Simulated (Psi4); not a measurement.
# CH2FNOSi (SMILES O=C=N[SiH2]F): TPSSh/cc-pVDZ

Aim: the energy change on altering one bond length of CH2FNOSi at TPSSh/cc-pVDZ, from 2 runs. 

The calculation is run with Psi4 1.11.

2 further runs of the same task are left out: 2 set aside as unsound or not needed.

## (1) The system as given

CH2FNOSi: 7 atoms, total charge 0, spin state singlet. As SMILES, `O=C=N[SiH2]F`. Geometry: relaxed at PBE0-D4/def2-TZVP. This is one conformer, not always the lowest.

Bond lengths: O1–C2 1.162 Å, C2–N3 1.195 Å, N3–Si4 1.694 Å, Si4–F5 1.591 Å, Si4–H6 1.475 Å, Si4–H7 1.475 Å. Angles: O1–C2–N3 178.4°, C2–N3–Si4 166.0°, N3–Si4–F5 109.2°, N3–Si4–H6 109.0°, N3–Si4–H7 109.0°, F5–Si4–H6 108.2°, F5–Si4–H7 108.2°, H6–Si4–H7 113.2°.

## (2) Energy and gradient at TPSSh/cc-pVDZ

calc.py reads:

```python
import psi4

psi4.set_memory(2200000000)
psi4.set_num_threads(1)
psi4.core.set_output_file('output.dat', False)

mol = psi4.geometry("""
O     -0.573800    -2.908000    -0.552000
C     -0.306900    -1.816900    -0.256100
N     -0.019000    -0.706200     0.076100
Si     0.212100     0.968300     0.188900
F     -0.420200     1.671000    -1.091000
H     -0.490300     1.470300     1.384800
H      1.659300     1.253600     0.203700
symmetry c1
no_reorient
no_com
""")

options = {'basis': 'cc-pVDZ', 'puream': True, 'e_convergence': 1e-09, 'd_convergence': 1e-08, 'scf_type': 'pk', 'dft_radial_points': 99, 'dft_spherical_points': 590}
psi4.set_options(options)

energy_value, wavefunction = psi4.gradient("TPSSH", return_wfn=True)
print('gradient / Eh bohr^-1')
print(energy_value.np.round(6))
print(f'energy = {wavefunction.energy():.10f} Eh')
```

The run is started by

```
$ python calc.py
```

output.dat:

```text
[...]
  Running in c1 symmetry.
[...]
  Nuclear repulsion =  204.922898825379804
[...]
  Multiplicity = 1
[...]
  Nalpha       = 23
  Nbeta        = 23
[...]
    Number of basis functions: 84
[...]
   @RKS iter   1:  -558.51935995349106   -2.68976e-01   9.00698e-03 DIIS/ADIIS
[...]
   @RKS iter  12:  -558.74110271725999    1.13687e-13   1.86117e-09 DIIS
[...]
    Orbital Energies [Eh]
    ---------------------
    Doubly Occupied:
       1A    -66.083797     2A    -24.615829     3A    -19.122693
       4A    -14.284100     5A    -10.270533     6A     -5.296442
       7A     -3.647267     8A     -3.644268     9A     -3.641452
      10A     -1.174807    11A     -1.095291    12A     -0.926451
      13A     -0.623445    14A     -0.503015    15A     -0.482509
      16A     -0.459722    17A     -0.457892    18A     -0.432694
      19A     -0.430529    20A     -0.391193    21A     -0.351517
      22A     -0.304743    23A     -0.292216
[...]
  @RKS Final Energy:  -558.74110271725999
   => Energetics <=
    Nuclear Repulsion Energy =            204.9228988253798036
    One-Electron Energy =               -1177.4264511359292555
    Two-Electron Energy =                 461.8320600142009198
    DFT Exchange-Correlation Energy =     -48.0696104209114807
    Empirical Dispersion Energy =           0.0000000000000000
    VV10 Nonlocal Energy =                  0.0000000000000000
    Total Energy =                       -558.7411027172599916
[...]
 Multipole Moments:
 ------------------------------------------------------------------------------------
     Multipole            Electronic (a.u.)      Nuclear  (a.u.)        Total (a.u.)
 ------------------------------------------------------------------------------------
 L = 1.  Multiply by 2.5417464519 to convert [e a0] to [Debye]
 Dipole X            :         12.0067302          -11.7317977            0.2749325
 Dipole Y            :         15.0584226          -14.7203996            0.3380230
 Dipole Z            :         21.2376324          -20.7979478            0.4396846
 Magnitude           :                                                    0.6190072
[...]
  -Total Gradient:
     Atom            X                  Y                   Z
    ------   -----------------  -----------------  -----------------
       1        0.006576725789     0.027614212470     0.007147538313
       2        0.000220797145    -0.001582921920     0.000739320526
       3       -0.004527434331    -0.008838513269    -0.006928401836
       4       -0.016495771122     0.002570605542    -0.030394996124
       5        0.015855922357    -0.018078596475     0.032172341896
       6        0.001382499406    -0.001060789761    -0.002623929376
       7       -0.003046227323    -0.000611613291    -0.000173077289
[...]
```

Standard output:

```text
gradient / Eh bohr^-1
[[ 0.006577  0.027614  0.007148]
 [ 0.000221 -0.001583  0.000739]
 [-0.004527 -0.008839 -0.006928]
 [-0.016496  0.002571 -0.030395]
 [ 0.015856 -0.018079  0.032172]
 [ 0.001382 -0.001061 -0.002624]
 [-0.003046 -0.000612 -0.000173]]
energy = -558.7411027173 Eh
```

Wall time 87 s (1 thread of Intel Xeon Platinum 8259CL at 2.50GHz (Skylake/Cascade Lake), shared host); peak memory 1.4 GiB.

## (3) The distorted shape

job.inp reads:

```
memory 2.2 GB

molecule {
  0 1
  O     -0.707253    -3.453564    -0.699954
  C     -0.306900    -1.816900    -0.256100
  N     -0.019000    -0.706200     0.076100
  Si     0.212100     0.968300     0.188900
  F     -0.420200     1.671000    -1.091000
  H     -0.490300     1.470300     1.384800
  H      1.659300     1.253600     0.203700
  units angstrom
  symmetry c1
}

set {
  basis                cc-pVDZ
  reference            rks
  puream               true
  e_convergence        1e-09
  d_convergence        1e-08
  scf_type             pk
  dft_radial_points    99
  dft_spherical_points 590
}

energy_value, wavefunction = gradient('tpssh', return_wfn=True)
oeprop(wavefunction, 'DIPOLE', 'QUADRUPOLE', 'MULLIKEN_CHARGES', title='TPSSH')
```

The run is started by

```
$ psi4 -n 1 job.inp job.out
```

job.out (excerpt; [...] marks lines left out):

```text
[...]
  Running in c1 symmetry.
[...]
  Nuclear repulsion =  192.249728400742271
[...]
  Multiplicity = 1
[...]
  Nalpha       = 23
  Nbeta        = 23
[...]
    Number of basis functions: 84
[...]
   @RKS iter   1:  -558.33099358782363   -6.66091e-01   9.13827e-03 DIIS/ADIIS
[...]
   @RKS iter  13:  -558.56267656808745   -4.77485e-12   4.00057e-09 DIIS
[...]
  @RKS Final Energy:  -558.56267656808745
   => Energetics <=
    Nuclear Repulsion Energy =            192.2497284007422707
    One-Electron Energy =               -1151.8831491324485796
    Two-Electron Energy =                 448.8883079098337703
    DFT Exchange-Correlation Energy =     -47.8175637462149297
    Empirical Dispersion Energy =           0.0000000000000000
    VV10 Nonlocal Energy =                  0.0000000000000000
    Total Energy =                       -558.5626765680874541
[...]
  -Total Gradient:
     Atom            X                  Y                   Z
    ------   -----------------  -----------------  -----------------
       1       -0.037310277972    -0.151796976027    -0.041503099179
       2        0.032391819806     0.135600254739     0.035279504553
       3        0.010729213819     0.052147771803     0.010262688916
       4       -0.020149217571    -0.026475099611    -0.031788843683
       5        0.015097518403    -0.013426452071     0.029936039326
       6        0.001579159561     0.001756455134    -0.002185948510
       7       -0.002344503867     0.002177048004    -0.000008668447
[...]
 Multipole Moments:
 ------------------------------------------------------------------------------------
     Multipole            Electronic (a.u.)      Nuclear  (a.u.)        Total (a.u.)
 ------------------------------------------------------------------------------------
[...]
  Mulliken Charges: (a.u.)
   Center  Symbol    Alpha    Beta     Spin     Total
       1     O     4.15585  4.15585  0.00000 -0.31170
       2     C     2.89285  2.89285  0.00000  0.21430
       3     N     3.57968  3.57968  0.00000 -0.15936
       4    SI     6.67246  6.67246  0.00000  0.65509
       5     F     4.63977  4.63977  0.00000 -0.27954
       6     H     0.52972  0.52972  0.00000 -0.05944
       7     H     0.52968  0.52968  0.00000 -0.05935
   Total alpha = 23.00000, Total beta = 23.00000, Total charge = -0.00000
    Psi4 run time: 0:01:26.08
```

Wall time 88 s (1 thread of Intel Xeon Platinum 8259CL at 2.50GHz (Skylake/Cascade Lake), shared host); peak memory 1.3 GiB.

## (4) Outcome

At TPSSh/cc-pVDZ:

```
                                                         quantity          value
                                        first shape: total energy  -558.74110 Eh
                                       first shape: dipole moment         1.57 D
                                         first shape: HOMO energy       -7.95 eV
                                         first shape: LUMO energy       -0.35 eV
                                       first shape: HOMO–LUMO gap        7.60 eV
                            first shape: largest force on an atom     2.065 eV/Å
                                    distorted shape: total energy  -558.56268 Eh
                                   distorted shape: dipole moment         4.46 D
                                     distorted shape: HOMO energy       -6.85 eV
                                     distorted shape: LUMO energy       -2.39 eV
                                   distorted shape: HOMO–LUMO gap        4.47 eV
                        distorted shape: largest force on an atom     8.317 eV/Å
energy change with the O1–C2 bond stretched from 1.162 to 1.742 Å       4.855 eV
```

In words: With the O1–C2 bond stretched from 1.162 to 1.742 Å the energy rises by 4.86 eV (468 kJ/mol). The first shape isn't relaxed at this level, so the change isn't measured from a minimum. The largest force (first shape) is 2.07 eV/Å: the shape isn't a stationary point for this species at this level. Mulliken charges (distorted shape) run from -0.31 on O1 to +0.66 on Si4; they depend strongly on the basis.
